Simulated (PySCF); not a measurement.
# C2F4O: the cost of one run

Programs: PySCF 2.14.0, with density-fitted response routines of our own. Each step states its level of theory. These are calculated values for one molecule in the gas phase, unless marked as measured. Atoms count from 0, in the outputs and in this text.

**1. The starting structure**

7 atoms, charge 0, multiplicity 1; geometry from: GFN2-xTB.

Bonds of the start (Å): O0–C1 1.17, C1–F2 1.34, C1–C3 1.56, C3–F4 1.33, C3–F5 1.33, C3–F6 1.33.

**2. Geometry optimisation at PBE0-D3(BJ)/def2-SVP**

The job: settings as JSON, then the geometry in Å.

```
{"job": {"xc": "PBE0", "basis": "def2-SVP", "d3": "d3bj", "grid": 1, "kind": "geom"}, "charge": 0, "multiplicity": 1}
O      1.253405     1.214624    -0.775077
C      0.851533     0.222579    -0.300551
F      1.618010    -0.851970    -0.095007
C     -0.598739    -0.076099     0.177322
F     -0.622033    -0.386771     1.474466
F     -1.120458    -1.100992    -0.499520
F     -1.378384     0.983533    -0.008710
```

The run is started by

```console
$ OMP_NUM_THREADS=1 python probes_run.py task.json out
```

This one command runs all jobs of the session in turn.

Q: Estimate the wall time and peak memory of this first job on 1 thread of Arm Neoverse N1, shared host.

About 33 s, with a peak of 0.4 GiB.
